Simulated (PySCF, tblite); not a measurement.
**C₅H₆N₂O: geometry, infrared bands and NMR shifts**

What infrared bands and NMR shifts should C₅H₆N₂O (`C=C(CC#N)NC=O`) show?

Computed with tblite 0.8.0 and PySCF 2.14.0, with density-fitted response routines of our own, on a single molecule in the gas phase. Atoms are numbered from 0 throughout.

### 1 The starting structure

14 atoms, charge 0, multiplicity 1; geometry from: force field or distance geometry start.

Bonds of the start (Å): C0–C1 1.33, C1–C2 1.53, C2–C3 1.49, C3–N4 1.16, C1–N5 1.39, N5–C6 1.38, C6–O7 1.22, C0–H8 1.09, C0–H9 1.08, C2–H10 1.09, C2–H11 1.09, N5–H12 1.02, C6–H13 1.11.

### 2 Optimising the geometry with GFN2-xTB

Job settings and geometry (Å):

```
{"job": {"kind": "relax", "xc": "GFN2-xTB", "basis": "xTB"}, "charge": 0, "multiplicity": 1}
C     -0.545900     1.688300    -0.081500
C     -0.052000     0.451300    -0.021800
C     -0.866500    -0.839600    -0.081300
C     -2.325600    -0.615400    -0.249500
N     -3.468600    -0.454200    -0.356700
N      1.324100     0.339300     0.132600
C      2.069800    -0.816400     0.223700
O      1.665800    -1.965900     0.202000
H     -1.612900     1.881800    -0.194500
H      0.065600     2.576900    -0.020500
H     -0.721600    -1.418000     0.830700
H     -0.534900    -1.440400    -0.932800
H      1.854400     1.205100     0.191300
H      3.147700    -0.593300     0.336100
```

Launch:

```console
OMP_NUM_THREADS=1 python probes_run.py task.json out
```

One launch serves the whole session: the jobs run in the order shown.

**Question.** This job is followed by: GFN2-xTB harmonic vibrations, gas phase; GIAO PBE0/pcSseg-1 NMR shielding, non-relativistic, gas phase. Predict these results of the whole session: strongest single infrared mode (GFN2-xTB); zero-point energy (GFN2-xTB); 13C shifts against TMS (PBE0/pcSseg-1); 1H shifts against TMS (PBE0/pcSseg-1, means over atoms taken as alike); 15N shifts against NH3 (PBE0/pcSseg-1); 17O shifts against H2O (PBE0/pcSseg-1).

**Answer**, as computed:

| quantity | value |
| --- | --- |
| strongest single infrared mode (GFN2-xTB) | 1769 cm⁻¹, 676 km/mol |
| zero-point energy (GFN2-xTB) | 64.6 kcal/mol |
| 13C shifts against TMS (PBE0/pcSseg-1) | 159.7, 144.2, 120.7, 99.6, 24.2 ppm |
| 1H shifts against TMS (PBE0/pcSseg-1, means over atoms taken as alike) | 8.07, 6.16, 5.14, 4.68, 4.04 ppm |
| 15N shifts against NH3 (PBE0/pcSseg-1) | 306.7, 167.8 ppm |
| 17O shifts against H2O (PBE0/pcSseg-1) | 438.0 ppm |

In words: Relaxing lowered the energy by 0.129 eV in 27 steps; the close pair that moved most is C2–C3, from 1.486 to 1.440 Å. All 36 modes are real, so the xTB geometry is a minimum. The strongest single mode, at 1769 cm⁻¹, moves mainly C6 and O7. GFN2-xTB is a fitted tight-binding method: band positions and strengths are rough. Its intensities can rank the bands wrongly. At PBE0/pcSseg-1: Shielding is most anisotropic at O7 (span 777 ppm, paramagnetic term -504 ppm).
